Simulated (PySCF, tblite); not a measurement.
# C₁₆H₁₀: electronic excitations, NMR shifts

Wanted: electronic excitations, NMR shifts for C₁₆H₁₀ (`c1ccc2cc3ccc4cccc(c1)c2c43`).

Computed with tblite 0.8.0 and PySCF 2.14.0 and routines of our own; the level stands in each step. Atoms count from 0.

### 1 The starting structure

26 atoms, charge 0, multiplicity 1; geometry from: force field, distance geometry or constructed start.

### 2 Optimising the geometry with GFN2-xTB

Job settings and geometry (Å):

```
{"job": {"kind": "relax", "xc": "GFN2-xTB", "basis": "xTB"}, "charge": 0, "multiplicity": 1}
C      3.305800    -0.166000    -0.433700
C      3.058500    -1.476300    -0.349800
C      1.815000    -2.168000    -0.145400
C      0.598700    -1.609100    -0.015500
C     -0.632000    -2.402200     0.192200
C     -1.615100    -1.502700     0.277400
C     -3.037200    -1.385700     0.461500
C     -3.351700    -0.062300     0.450900
C     -2.135200     0.748200     0.251400
C     -2.028700     2.077700     0.180500
C     -0.794600     2.818100    -0.019700
C      0.475800     2.395300    -0.168400
C      1.056000     1.033900    -0.181100
C      2.401100     0.967500    -0.364200
C      0.265600    -0.170700    -0.027800
C     -1.056700    -0.175800     0.154400
H      4.341500     0.130300    -0.582400
H      3.918100    -2.150000    -0.428900
H      1.894100    -3.248700    -0.107800
H     -0.701800    -3.472100     0.248000
H     -3.719600    -2.209700     0.592900
H     -4.345600     0.351200     0.562700
H     -2.918900     2.692000     0.278200
H     -0.955700     3.894100    -0.045100
H      1.207100     3.202000    -0.299300
H      2.943000     1.902700    -0.473100
```

Run with:

```console
> OMP_NUM_THREADS=1 python large_run.py task.json out
```

This one command runs all jobs of the session in turn.

Log:

```text
step      E/eV     max force
  0   -1068.15344    2.467
  1   -1068.48438    1.255
  2   -1068.55196    0.835
  3   -1068.59418    0.549
  4   -1068.64516    0.379
  5   -1068.67081    0.345
  6   -1068.69789    0.298
  7   -1068.70892    0.195
  8   -1068.71397    0.117
  9   -1068.71560    0.098
 10   -1068.71673    0.071
 11   -1068.71779    0.080
 12   -1068.71861    0.058
 13   -1068.71902    0.043
 14   -1068.71925    0.048
 15   -1068.71946    0.042
 16   -1068.71964    0.028
 17   -1068.71973    0.016
```

Wall time 0.21 s (1 thread of Arm Neoverse V2, shared host).

Step by step:

| step | energy from step 0 (eV) | largest force (eV/Å) |
| --- | --- | --- |
| 0 | 0.0000 | 2.4669 |
| 1 | -0.3309 | 1.2553 |
| 2 | -0.3985 | 0.8348 |
| 3 | -0.4407 | 0.5491 |
| 4 | -0.4917 | 0.3792 |
| 5 | -0.5174 | 0.3444 |
| 6 | -0.5444 | 0.2976 |
| 7 | -0.5555 | 0.1951 |
| 8 | -0.5605 | 0.1175 |
| 9 | -0.5622 | 0.0982 |
| 10 | -0.5633 | 0.0708 |
| 11 | -0.5643 | 0.0793 |
| 12 | -0.5652 | 0.0583 |
| 13 | -0.5656 | 0.0430 |
| 14 | -0.5658 | 0.0482 |
| 15 | -0.5660 | 0.0418 |
| 16 | -0.5662 | 0.0273 |
| 17 | -0.5663 | 0.0163 |

Close pairs (by a distance rule), those that changed most:

| bond | before (Å) | after (Å) | change (Å) |
| --- | --- | --- | --- |
| C3–C4 | 1.479 | 1.400 | -0.079 |
| C0–C13 | 1.452 | 1.375 | -0.077 |
| C4–C5 | 1.335 | 1.400 | +0.064 |
| C0–C1 | 1.336 | 1.398 | +0.062 |
| C1–C2 | 1.438 | 1.376 | -0.061 |
| C12–C13 | 1.359 | 1.414 | +0.055 |
| C14–C15 | 1.335 | 1.382 | +0.047 |
| C2–C3 | 1.345 | 1.392 | +0.047 |

The next job starts from the end point, and lists it.

### 3 Electronic excitations: TDA CAM-B3LYP/6-31G*

Job settings and geometry (Å):

```
{"job": {"kind": "uv", "basis": "6-31G*", "grid": 1, "kgrid": 0, "vcut": 1.5, "nstates": 6, "ntriplets": 2, "tda": true, "delta": [], "pop": true, "xc": "CAM-B3LYP"}, "charge": 0, "multiplicity": 1}
C      3.306999    -0.131870    -0.435255
C      3.077127    -1.508243    -0.344816
C      1.880353    -2.161162    -0.156382
C      0.610994    -1.609265    -0.010477
C     -0.557848    -2.357029     0.177487
C     -1.635320    -1.469889     0.282232
C     -3.043998    -1.362822     0.465056
C     -3.387965    -0.033335     0.453171
C     -2.219179     0.776214     0.262502
C     -2.064761     2.131096     0.183463
C     -0.820744     2.769699    -0.011176
C      0.452937     2.284846    -0.160074
C      1.039544     0.974811    -0.180752
C      2.441194     0.934192    -0.365376
C      0.240007    -0.169485    -0.024149
C     -1.130231    -0.155994     0.157520
H      4.346972     0.138229    -0.585667
H      3.956234    -2.134523    -0.435527
H      1.917674    -3.244086    -0.113440
H     -0.595120    -3.430291     0.230172
H     -3.726732    -2.184933     0.591315
H     -4.382083     0.362187     0.568441
H     -2.934761     2.769120     0.272993
H     -0.887726     3.852400    -0.050078
H      1.192618     3.068264    -0.293346
H      2.911189     1.905437    -0.469876
```

Level: TDA CAM-B3LYP/6-31G*, vertical, gas phase, core orbitals frozen in the response, virtual orbitals cut by energy.

Log:

```text
start: PBE on a coarse grid of 22363 points
cycle   1  E = -614.9119307919  dE =  2.791e+00  |g| = 6.840e-01  |ddm| = 6.479e+00
cycle   2  E = -614.7521330042  dE =  1.598e-01  |g| = 9.910e-01  |ddm| = 2.387e+00
cycle   3  E = -614.9158270823  dE = -1.637e-01  |g| = 6.131e-01  |ddm| = 2.099e+00
cycle   4  E = -615.0489480286  dE = -1.331e-01  |g| = 1.181e-01  |ddm| = 9.022e-01
cycle   5  E = -615.0524676091  dE = -3.520e-03  |g| = 5.905e-02  |ddm| = 2.280e-01
cycle   6  E = -615.0533936875  dE = -9.261e-04  |g| = 2.387e-02  |ddm| = 9.832e-02
cycle   7  E = -615.0535315733  dE = -1.379e-04  |g| = 1.226e-02  |ddm| = 4.143e-02
cycle   8  E = -615.0535712343  dE = -3.966e-05  |g| = 3.584e-03  |ddm| = 1.811e-02
final grid: 98663 points
cycle   9  E = -615.2727074055  dE = -1.039e-02  |g| = 4.068e-02  |ddm| = 5.577e-01
cycle  10  E = -615.2729192041  dE = -2.118e-04  |g| = 4.472e-02  |ddm| = 1.381e-01
cycle  11  E = -615.2734936300  dE = -5.744e-04  |g| = 1.490e-02  |ddm| = 7.336e-02
cycle  12  E = -615.2735863053  dE = -9.268e-05  |g| = 5.163e-03  |ddm| = 2.610e-02
cycle  13  E = -615.2736027849  dE = -1.648e-05  |g| = 1.775e-03  |ddm| = 1.106e-02
cycle  14  E = -615.2736064036  dE = -3.619e-06  |g| = 1.165e-03  |ddm| = 5.450e-03
cycle  15  E = -615.2736080941  dE = -1.690e-06  |g| = 5.012e-04  |ddm| = 4.563e-03
cycle  16  E = -615.2736081887  dE = -9.467e-08  |g| = 1.631e-04  |ddm| = 1.639e-03
cycle  17  E = -615.2736079353  dE =  2.534e-07  |g| = 8.722e-05  |ddm| = 6.871e-04
converged SCF energy = -615.2736079353

Static polarisability (au): isotropic 178.108, principal 47.384 213.534 273.407

Singlet excitations
state   eV       nm        f      main configurations
  1   1.9599    632.6   0.00166   H->L 0.94
  2   2.6335    470.8   0.01194   H->L+1 0.66, H-1->L 0.29
  3   3.6029    344.1   0.05672   H-1->L 0.39, H->L+2 0.27, H->L+1 0.15
  4   3.6898    336.0   0.04779   H-1->L+1 0.48, H->L+2 0.17, H-1->L 0.11
  5   4.3389    285.8   0.06890   H-2->L 0.57, H->L+2 0.20
  6   4.7987    258.4   0.03459   H-1->L+2 0.45, H-2->L+1 0.40

Triplet excitations (Tamm-Dancoff, eV): 1.5966 2.0617
```

Wall time 26 s (1 thread of Arm Neoverse V2, shared host); peak memory 0.67 GiB.

Frontier orbitals and where they lie:

| orbital | eV | atoms |
| --- | --- | --- |
| HOMO−4 | -9.85 | C1 23 %, C0 19 %, C14 10 % |
| HOMO−3 | -9.35 | C13 15 %, C2 14 %, C10 13 % |
| HOMO−2 | -7.96 | C6 16 %, C11 15 %, C8 12 % |
| HOMO−1 | -6.83 | C7 19 %, C5 12 %, C0 11 % |
| HOMO | -5.91 | C1 16 %, C15 16 %, C3 13 % |
| LUMO | -0.97 | C14 18 %, C8 15 %, C10 12 % |
| LUMO+1 | -0.58 | C9 15 %, C0 13 %, C7 12 % |
| LUMO+2 | 0.35 | C13 17 %, C1 17 %, C2 14 % |
| LUMO+3 | 2.84 | C7 16 %, C10 16 %, C11 14 % |

With each of the 6 states as a Gaussian band of 0.4 eV half-width at 1/e, the curve within the window shown has maxima at 468 nm (ε 500), 338 nm (ε 4,300), 284 nm (ε 3,400) L/(mol cm). Beyond the last state computed it falls off for lack of states. The curve at chosen wavelengths:

(nm, ε (L/mol/cm)): (243, 874), (270, 2968), (296, 3234), (323, 3905), (350, 3981), (377, 1971), (403, 729), (430, 451), (457, 488), (483, 480), (510, 391), (537, 281), (564, 195), (590, 141), (617, 108), (644, 88), (671, 72), (697, 60), (724, 48), (751, 38), (777, 30), (804, 23), (831, 17), (858, 13), (884, 10), (911, 7)

Leading natural transition orbitals of singlet state 5: the hole lies on 4 C atoms about 13 % each; C4, C5, C15 about 10 % each; C6 8 %; the particle on C8, C14 about 16 % each; C6, C11 about 11 % each; C9, C10 about 8 % each.

Leading natural transition orbitals of singlet state 1: the hole lies on C15 20 %; C3 14 %; C1, C13 about 10 % each; the particle on C14 20 %; C8 13 %; C6, C10, C11 about 8 % each.

Further results of this job:

| property | computed |
| --- | --- |
| dipole moment (D) | 0.96 |
| polarisability (Å³) | 26.39 |
| HOMO–LUMO gap (eV) | 4.94 |
| −ε(HOMO) (eV) | 5.91 |

The fields below are evaluated on a grid from the run's orbitals.

Frontier orbitals at CAM-B3LYP/6-31G*, with the share of their density that lies nearest to each atom:

| orbital | energy (eV) | lies on |
| --- | --- | --- |
| HOMO | -5.91 | C1, C3, C15 about 14 % each; C4, C13 about 10 % each |
| LUMO | -0.97 | C8, C14 about 15 % each; C6, C10, C11 about 10 % each |

ELF in a plane through or near 26 of the atoms.

Values, 10 rows by 14 columns:
```
0.00 0.00 0.00 0.00 0.00 0.00 0.00 0.00 0.00 0.00 0.00 0.00 0.00 0.00
0.00 0.00 0.00 0.00 0.00 0.00 0.24 0.27 0.00 0.00 0.00 0.00 0.00 0.00
0.00 0.00 0.00 0.06 0.97 0.04 0.98 0.97 0.02 0.42 1.00 0.45 0.00 0.00
0.00 0.00 0.57 0.04 0.87 0.48 0.83 0.19 0.28 0.34 0.67 0.03 0.00 0.00
0.00 0.07 0.99 0.90 0.56 0.61 0.86 0.25 0.83 0.16 0.63 0.99 0.89 0.00
0.00 0.00 0.19 0.59 0.34 0.11 0.89 0.61 0.70 0.60 0.35 0.30 0.22 0.00
0.00 0.01 0.98 0.86 0.51 0.54 0.57 0.57 0.46 0.40 0.97 0.85 0.00 0.00
0.00 0.00 0.00 0.01 0.99 0.38 0.98 0.62 0.56 0.44 0.37 0.58 0.00 0.00
0.00 0.00 0.00 0.00 0.01 0.01 0.88 0.03 0.94 0.97 0.00 0.00 0.00 0.00
0.00 0.00 0.00 0.00 0.00 0.00 0.00 0.00 0.00 0.00 0.00 0.00 0.00 0.00
```
The map spans 14.0 Å across and 12.3 Å up, centred on the molecule. Atoms in the plane (x, y in Å): C0 (-3.3, -0.6), C1 (-3.4, 0.8), C2 (-2.3, 1.7), C3 (-1.0, 1.4), C4 (0.0, 2.4), C5 (1.3, 1.8), C6 (2.7, 2.0), C7 (3.3, 0.8), C8 (2.4, -0.2), C9 (2.5, -1.6), C10 (1.4, -2.5), C11 (0.1, -2.3), C12 (-0.8, -1.2), C13 (-2.2, -1.5), C14 (-0.3, 0.1), C15 (1.1, 0.4), H16 (-4.2, -1.1), H17 (-4.4, 1.2), H18 (-2.6, 2.7), H19 (-0.2, 3.5), H20 (3.2, 3.0), H21 (4.4, 0.7), H22 (3.5, -2.0), H23 (1.7, -3.6), H24 (-0.5, -3.3), H25 (-2.4, -2.5).

On the surface of density 0.002 e/bohr³ the electrostatic potential runs, from the 1st to the 99th percentile, from -0.80 V near C4 to 0.93 V near H23.

### 4 NMR shifts: GIAO PBE0/pcSseg-1

The job, as its differences from that of step 3:

```diff
@@ -1,2 +1,2 @@
-{"job": {"kind": "uv", "basis": "6-31G*", "grid": 1, "kgrid": 0, "vcut": 1.5, "nstates": 6, "ntriplets": 2, "tda": true, "delta": [], "pop": true, "xc": "CAM-B3LYP"}, "charge": 0, "multiplicity": 1}
+{"job": {"kind": "nmr", "xc": "PBE0", "basis": "pcSseg-1", "pop": false}, "charge": 0, "multiplicity": 1}
 C      3.306999    -0.131870    -0.435255
```

Method: GIAO PBE0/pcSseg-1 NMR shielding, non-relativistic, gas phase.

Log:

```text
start: PBE on a coarse grid of 22363 points
cycle   1  E = -614.5522098254  dE =  2.774e+00  |g| = 6.690e-01  |ddm| = 6.165e+00
cycle   2  E = -614.3786708689  dE =  1.735e-01  |g| = 1.011e+00  |ddm| = 2.372e+00
cycle   3  E = -614.5581469536  dE = -1.795e-01  |g| = 5.936e-01  |ddm| = 1.926e+00
cycle   4  E = -614.6805401885  dE = -1.224e-01  |g| = 1.160e-01  |ddm| = 7.997e-01
cycle   5  E = -614.6839170973  dE = -3.377e-03  |g| = 5.672e-02  |ddm| = 2.133e-01
cycle   6  E = -614.6847588641  dE = -8.418e-04  |g| = 2.099e-02  |ddm| = 8.478e-02
cycle   7  E = -614.6848496361  dE = -9.077e-05  |g| = 1.214e-02  |ddm| = 3.417e-02
cycle   8  E = -614.6848888113  dE = -3.918e-05  |g| = 3.424e-03  |ddm| = 1.692e-02
final grid: 209780 points
cycle   9  E = -614.8499075526  dE = -8.909e-03  |g| = 4.600e-02  |ddm| = 6.597e-01
cycle  10  E = -614.8494447233  dE =  4.628e-04  |g| = 5.829e-02  |ddm| = 1.174e-01
cycle  11  E = -614.8501986392  dE = -7.539e-04  |g| = 2.941e-02  |ddm| = 1.015e-01
cycle  12  E = -614.8504787377  dE = -2.801e-04  |g| = 3.981e-03  |ddm| = 3.824e-02
cycle  13  E = -614.8504813260  dE = -2.588e-06  |g| = 2.282e-03  |ddm| = 8.048e-03
cycle  14  E = -614.8504848083  dE = -3.482e-06  |g| = 7.251e-04  |ddm| = 3.509e-03
cycle  15  E = -614.8504841497  dE =  6.586e-07  |g| = 3.351e-04  |ddm| = 1.342e-03
cycle  16  E = -614.8504840245  dE =  1.252e-07  |g| = 6.750e-05  |ddm| = 5.088e-04
converged SCF energy = -614.8504840245

GIAO shielding tensors (ppm)
atom      isotropic    diamagn.    paramagn.     s11        s22        s33       span
  0 C       46.291     254.187    -207.896    -68.749     45.556    162.066    230.815
  1 C       64.218     256.231    -192.012    -38.278     66.091    164.843    203.121
  2 C       43.708     247.582    -203.874    -58.410     38.618    150.917    209.328
  3 C       44.061     256.888    -212.827    -37.849     31.170    138.863    176.712
  4 C       64.855     248.410    -183.555     -5.421     44.192    155.795    161.217
  5 C       42.319     259.440    -217.121    -17.593     -2.523    147.071    164.664
  6 C       46.508     251.693    -205.185    -49.892     29.599    159.816    209.709
  7 C       54.169     249.151    -194.982    -30.617     49.928    143.196    173.813
  8 C       37.838     255.297    -217.460    -57.740      7.962    163.291    221.031
  9 C       55.137     252.537    -197.401    -35.776     41.683    159.503    195.278
 10 C       48.647     255.894    -207.248    -61.005     46.266    160.680    221.685
 11 C       41.704     253.446    -211.742    -53.112     43.147    135.077    188.189
 12 C       39.165     252.841    -213.677    -31.210     -9.574    158.279    189.488
 13 C       56.393     253.152    -196.759    -33.117     65.757    136.540    169.657
 14 C       45.251     241.951    -196.700    -45.617     12.394    168.976    214.593
 15 C       59.873     252.275    -192.402     -5.076     26.151    158.543    163.618
 16 H       23.646      27.554      -3.909     17.803     24.872     28.263     10.460
 17 H       24.326      27.653      -3.326     18.594     26.204     28.181      9.587
 18 H       22.839      30.486      -7.647     16.139     23.611     28.768     12.629
 19 H       22.941      33.417     -10.476     16.347     25.378     27.098     10.750
 20 H       22.823      30.634      -7.811     17.909     24.293     26.267      8.358
 21 H       23.423      31.011      -7.587     18.196     25.361     26.713      8.517
 22 H       23.372      30.752      -7.380     17.177     24.902     28.037     10.859
 23 H       23.485      28.268      -4.783     17.180     24.996     28.278     11.098
 24 H       23.055      32.094      -9.038     15.522     23.804     29.839     14.317
 25 H       23.770      31.908      -8.138     16.726     24.897     29.687     12.961
```

Run time: 33 s. Hardware: 1 thread of Arm Neoverse V2, shared host; peak memory 0.71 GiB.

Shifts follow as δ = σ(reference) − σ, with reference shieldings (ppm) from runs at the same level and on the same kind of geometry: $^{1}$H TMS 31.72, $^{13}$C TMS 186.9. The references are single molecules in the gas phase.

| atoms | environment | σ (ppm) | δ (ppm) | δ scaled to CDCl3 |
| --- | --- | --- | --- | --- |
| C8 | ring-fusion aromatic carbon | 37.8 | 149.1 | 143.6 |
| C12 | ring-fusion aromatic carbon | 39.2 | 147.8 | 142.3 |
| C11 | aromatic CH | 41.7 | 145.2 | 139.8 |
| C5 | ring-fusion aromatic carbon | 42.3 | 144.6 | 139.2 |
| C2 | aromatic CH | 43.7 | 143.2 | 137.9 |
| C3 | ring-fusion aromatic carbon | 44.1 | 142.9 | 137.5 |
| C14 | ring-fusion aromatic carbon | 45.3 | 141.7 | 136.4 |
| C0 | aromatic CH | 46.3 | 140.6 | 135.3 |
| C6 | aromatic CH | 46.5 | 140.4 | 135.1 |
| C10 | aromatic CH | 48.6 | 138.3 | 133.0 |
| C7 | aromatic CH | 54.2 | 132.8 | 127.7 |
| C9 | aromatic CH | 55.1 | 131.8 | 126.7 |
| C13 | aromatic CH | 56.4 | 130.5 | 125.5 |
| C15 | ring-fusion aromatic carbon | 59.9 | 127.1 | 122.1 |
| C1 | aromatic CH | 64.2 | 122.7 | 117.8 |
| C4 | aromatic CH | 64.9 | 122.1 | 117.2 |
| H20 | hydrogen on an aromatic CH | 22.82 | 8.89 | 8.49 |
| H18 | hydrogen on an aromatic CH | 22.84 | 8.88 | 8.48 |
| H19 | hydrogen on an aromatic CH | 22.94 | 8.78 | 8.38 |
| H24 | hydrogen on an aromatic CH | 23.06 | 8.66 | 8.27 |
| H22 | hydrogen on an aromatic CH | 23.37 | 8.34 | 7.97 |
| H21 | hydrogen on an aromatic CH | 23.42 | 8.29 | 7.92 |
| H23 | hydrogen on an aromatic CH | 23.48 | 8.23 | 7.87 |
| H16 | hydrogen on an aromatic CH | 23.65 | 8.07 | 7.71 |
| H25 | hydrogen on an aromatic CH | 23.77 | 7.95 | 7.60 |
| H17 | hydrogen on an aromatic CH | 24.33 | 7.39 | 7.07 |

The scaled column applies a straight-line fit of computed shieldings to shifts measured in CDCl3 (root-mean-square error 0.16 ppm for H, 1.9 ppm for C).

Ring of atoms C0, C1, C2, C3, C12, C13, C14: NICS(0) -3.5, NICS(1) -6.6, NICS(1)zz -14.8 ppm (means of both faces).

Ring of atoms C3, C4, C5, C14, C15: NICS(0) -20.5, NICS(1) -21.5, NICS(1)zz -56.1 ppm (means of both faces).

Ring of atoms C5, C6, C7, C8, C15: NICS(0) -11.2, NICS(1) -14.0, NICS(1)zz -34.0 ppm (means of both faces).

### 5 Summary of results

```
                                   quantity                                                                                                          value
          lowest singlet (CAM-B3LYP/6-31G*)                                                                                    1.96 eV (633 nm), f = 0.002
   brightest single state of those computed                                                                                    state 5, 4.34 eV, f = 0.069
                             lowest triplet                                                                                                        1.60 eV
      surface potential, 1st and 99th percentile                                                                                             -0.80 V and 0.93 V
$^{13}$C shifts against TMS (PBE0/pcSseg-1)  149.1, 147.8, 145.2, 144.6, 143.2, 142.9, 141.7, 140.6, 140.4, 138.3, 132.8, 131.8, 130.5, 127.1 ppm and more
 $^{1}$H shifts against TMS (PBE0/pcSseg-1)                                                 8.89, 8.88, 8.78, 8.66, 8.34, 8.29, 8.23, 8.07, 7.95, 7.39 ppm
```

The lowest singlet, at 1.96 eV, is HOMO→LUMO 0.94 and is weak; of the 6 states computed, the strongest absorption comes from state 5 at 4.34 eV (the last state computed is bright too, and its partners may lie past the list). State 2 absorbs in the visible (471 nm). The lowest triplet lies 0.36 eV below the lowest singlet. By nearest atom (CAM-B3LYP/6-31G*), the HOMO sits on C1, C3, C15 about 14 % each; C4, C13 about 10 % each and the LUMO on C8, C14 about 15 % each; C6, C10, C11 about 10 % each. NICS(1)zz of -56 ppm above the planar ring from C3 marks a diatropic (aromatic) ring current. NICS(1)zz of -34 ppm above the planar ring from C5 marks a diatropic (aromatic) ring current.
